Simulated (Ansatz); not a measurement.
# C₂H₇BO₂: a ladder of functionals and wavefunction methods

One table from this session's results is given with a row withheld; the runs are named, their logs left out.

The runs use Ansatz 0.2.0, Gaussian basis; functionals in def2-TZVPP, the program's frozen cores in correlated methods.

Plan: LDA (SPW92), PBE-D4, revPBE-D4, BLYP-D4, r2SCAN-D4, B97M-V, PBE0-D4, B3LYP-D4, r2SCANh-D4, r2SCAN0-D4, HSE06-D4, BHLYP-D4, CAM-B3LYP-D4, LC-ωPBE, ωB97X-V, ωB97M-V, B2PLYP, PBE-QIDH; CCSD(T)/def2-SVP; CCSD(T)/def2-TZVPP; MP2/def2-QZVPP; extrapolation to the limit; RPA on PBE.

## The relaxed structure

All runs share one geometry, relaxed beforehand with PBE0-D4 in a triple-zeta def2 set.

12 atoms, charge 0, spin multiplicity 1.

Atoms are counted from 1 here; the program's logs count them from 0.

Bond lengths: C1–O2 1.408 Å, C1–H6 1.094 Å, C1–H7 1.094 Å, C1–H8 1.090 Å, O2–B3 1.368 Å, B3–C4 1.569 Å, B3–O5 1.364 Å, C4–H9 1.095 Å, C4–H10 1.090 Å, C4–H11 1.094 Å, O5–H12 0.962 Å. Angles: O2–C1–H6 111.3°, O2–C1–H7 111.8°, O2–C1–H8 107.9°, H6–C1–H7 108.6°, H6–C1–H8 108.6°, H7–C1–H8 108.7°, C1–O2–B3 121.9°, O2–B3–C4 123.9°, O2–B3–O5 116.5°, C4–B3–O5 119.6°, B3–C4–H9 111.0°, B3–C4–H10 111.6°, B3–C4–H11 111.6°, H9–C4–H10 108.0°, H9–C4–H11 106.2°, H10–C4–H11 108.3°, B3–O5–H12 111.4°.

Set-up of the first run:

Contents of in.yaml:

```yaml
crystal:
  periodic: [false, false, false]
  atoms:
    - {symbol: C, position_ang: [-0.385787, 1.104682, 1.227460]}
    - {symbol: O, position_ang: [-0.288278, 1.094497, -0.177316]}
    - {symbol: B, position_ang: [0.078469, -0.027556, -0.868557]}
    - {symbol: C, position_ang: [0.403771, -1.405382, -0.192247]}
    - {symbol: O, position_ang: [0.151498, 0.090312, -2.225431]}
    - {symbol: H, position_ang: [0.601013, 1.027293, 1.694528]}
    - {symbol: H, position_ang: [-1.011782, 0.286799, 1.596478]}
    - {symbol: H, position_ang: [-0.837716, 2.051375, 1.525174]}
    - {symbol: H, position_ang: [-0.473632, -1.805198, 0.327007]}
    - {symbol: H, position_ang: [0.726301, -2.144912, -0.925167]}
    - {symbol: H, position_ang: [1.187518, -1.306981, 0.565329]}
    - {symbol: H, position_ang: [-0.074475, 0.980070, -2.513157]}
basis:
  gaussian: {orbitals: def2-TZVPP}
hamiltonian: {xc: lda}
output: {orbitals: {seedname: orbitals}}
```

Steps of the session up to this table: LDA; PBE-D4 (GGA); revPBE-D4 (GGA); BLYP-D4 (GGA); r2SCAN-D4 (meta-GGA); B97M-V (meta-GGA); PBE0-D4 (hybrid); B3LYP-D4 (hybrid); r2SCANh-D4 (hybrid); r2SCAN0-D4 (hybrid); HSE06-D4 (hybrid); BHLYP-D4 (hybrid); CAM-B3LYP-D4 (range-separated); LC-ωPBE-D4 (range-separated; the results give it without D4); ωB97X-V (range-separated); ωB97M-V (range-separated); B2PLYP (double hybrid); PBE-QIDH (double hybrid).

One table of the session follows, with a row left open; its other results are not shown here.

It belongs to the step «Frontier levels by functional». 

| functional | HOMO (eV) | LUMO (eV) | gap (eV) |
| --- | --- | --- | --- |
| LDA (SPW92) | -7.01 | -0.01 | 7.00 |
| PBE-D4 | -6.86 | 0.12 | 6.98 |
| revPBE-D4 | -6.80 | 0.20 | 7.00 |
| BLYP-D4 | -6.77 | 0.10 | 6.87 |
| r2SCAN-D4 | ? | ? | ? |
| B97M-V | -7.29 | 0.27 | 7.56 |
| PBE0-D4 | -8.44 | 0.90 | 9.34 |
| B3LYP-D4 | -8.20 | 0.56 | 8.76 |
| r2SCANh-D4 | -7.78 | 1.06 | 8.84 |
| r2SCAN0-D4 | -8.68 | 1.37 | 10.05 |
| HSE06-D4 | -8.03 | 0.54 | 8.57 |
| BHLYP-D4 | -9.99 | 1.43 | 11.42 |
| CAM-B3LYP-D4 | -9.92 | 1.60 | 11.52 |
| LC-ωPBE | -11.27 | 2.89 | 14.15 |
| ωB97X-V | -10.93 | 2.67 | 13.59 |
| ωB97M-V | -10.86 | 2.19 | 13.05 |

Estimate the missing values for r2SCAN-D4.

Worked estimate for «HOMO (eV)». Against the share of exact exchange, r2SCANh-D4 (0.1, -7.78), r2SCAN0-D4 (0.25, -8.68) give a slope of -6.00 per unit share; at 0 the line stands at -7.18.

The run gave: HOMO (eV): -7.19; LUMO (eV): 0.83; gap (eV): 8.01. In «HOMO (eV)» the line misses by +0.01.
